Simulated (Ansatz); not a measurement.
# La3B2: the cost of one run

Program: Ansatz 0.2.0. Level of theory: DFT PBE, scalar-relativistic, plane waves, PAW. These are calculated values, not measurements.

## 1. Starting point

The structure is cubic, space group Pm-3m (No. 221). Conventional cell: a = 4.759 Å, b = 4.759 Å, c = 4.759 Å, α = 90.00°, β = 90.00°, γ = 90.00°. Around La (site symmetry 4/mmm) lie 6 B at 2.38 to 3.37 Å and 8 La at 3.37 Å. Around B (site symmetry m-3m) lie 6 La at 2.38 Å. B (site symmetry m-3m) is surrounded by 12 La at 3.37 Å.

Structure file:

```cif
data_structure
_symmetry_space_group_name_H-M 'Pm-3m'
_symmetry_Int_Tables_number 221
_cell_length_a 4.7594
_cell_length_b 4.7594
_cell_length_c 4.7594
_cell_angle_alpha 90.000
_cell_angle_beta 90.000
_cell_angle_gamma 90.000
_cell_volume 107.81
loop_
_atom_site_label
_atom_site_type_symbol
_atom_site_symmetry_multiplicity
_atom_site_Wyckoff_symbol
_atom_site_fract_x
_atom_site_fract_y
_atom_site_fract_z
_atom_site_occupancy
La1 La 3 c 0.00000 0.50000 0.50000 1
B1 B 1 b 0.50000 0.50000 0.50000 1
B2 B 1 a 0.00000 0.00000 0.00000 1
```

The cell is invented: random cell by space group and Wyckoff sites (Pm-3m, No. 221). The dimensions are guesses.

## 2. A first look at the guess

Input file input.yaml:

```yaml
crystal:
  lattice:
    - [4.75940246, 0.0, 0.0]
    - [0.0, 4.75940246, 0.0]
    - [0.0, 0.0, 4.75940246]
  atoms:
    - { symbol: La, position: [0.0, 0.5, 0.5] }
    - { symbol: La, position: [0.5, 0.0, 0.5] }
    - { symbol: La, position: [0.5, 0.5, 0.0] }
    - { symbol: B, position: [0.5, 0.5, 0.5] }
    - { symbol: B, position: [0.0, 0.0, 0.0] }
basis:
  ecutwfc: 420
kpoints:
  mp_grid: { grid: [4, 4, 4] }
hamiltonian:
  xc: pbe
scf:
  occupations: { method: gaussian, width: 0.1 }
  lower_state_search: "off"
output:
  forces: true
  stress: true
  eigenvalues: true
```

Launch:

```console
$ ansatz run input.yaml --threads 1 --pin off --max-ram 2048MiB --backend cpu --events-out ev --progress --plain --runs-dir out
```

Q: Estimate wall time and peak memory on 1 thread of Intel Xeon Platinum 8375C at 2.90GHz (Ice Lake), shared host.

About 1.8 s, with a peak of 0.4 GiB.
